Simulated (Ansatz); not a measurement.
# ScAl5: the cost of one run

Computed with Ansatz 0.2.0 (DFT PBE, scalar-relativistic, plane waves, PAW, unless a step's input says otherwise).

## Step 1: The starting structure

Symmetry: P-3m1, No. 164, trigonal system. Conventional cell: a = 2.834 Å, b = 2.834 Å, c = 13.883 Å, α = 90.00°, β = 90.00°, γ = 120.00°. Sc (site symmetry -3m) has 6 Sc at 2.83 Å and 6 Al at 2.83 Å as nearest neighbours. Around Al (site symmetry 3m) lie 9 Al at 2.83 Å and 3 Sc at 2.83 Å. Al (site symmetry 3m) is surrounded by 12 Al at 2.83 Å. Al (site symmetry -3m) has 12 Al at 2.83 Å as nearest neighbours.

Coordinates:

```
Sc Al
1.0
     2.83388    0.00000    0.00000
    -1.41694    2.45421    0.00000
     0.00000    0.00000   13.88310
Sc Al
1 5
Cartesian
  0.0000 0.0000 0.0000
  0.0000 1.6361 2.3138
  1.4169 0.8181 4.6277
  0.0000 0.0000 6.9415
  0.0000 1.6361 9.2554
  1.4169 0.8181 11.5692
```

The start is an ordering of an alloy on its end members' structure types: elements ordered on the sites of the Cu type, Al/Sc on Cu (P-3m1, No. 164).

## Step 2: Probe: one point on a coarse mesh

The input, input.yaml:

```yaml
crystal:
  lattice:
    - [2.8338751, 0.0, 0.0]
    - [-1.41693755, 2.45420783, 0.0]
    - [0.0, 0.0, 13.88309599]
  atoms:
    - { symbol: Sc, position: [0.0, 0.0, 0.0] }
    - { symbol: Al, position: [0.33333333, 0.66666667, 0.16666667] }
    - { symbol: Al, position: [0.66666667, 0.33333333, 0.33333333] }
    - { symbol: Al, position: [0.0, 0.0, 0.5] }
    - { symbol: Al, position: [0.33333333, 0.66666667, 0.66666667] }
    - { symbol: Al, position: [0.66666667, 0.33333333, 0.83333333] }
basis:
  ecutwfc: 420
kpoints:
  mp_grid: { grid: [6, 6, 2] }
hamiltonian:
  xc: pbe
scf:
  occupations: { method: gaussian, width: 0.1 }
  lower_state_search: "off"
output:
  forces: true
  stress: true
  eigenvalues: true
```

Run with:

```sh
$ ansatz run input.yaml --threads 1 --pin off --max-ram 2560MiB --backend cpu --events-out ev --progress --plain --runs-dir out
```

Q: Estimate wall time and peak memory on 1 thread of AMD EPYC (Zen 3), shared host.

About 3.6 s, with a peak of 0.37 GiB.
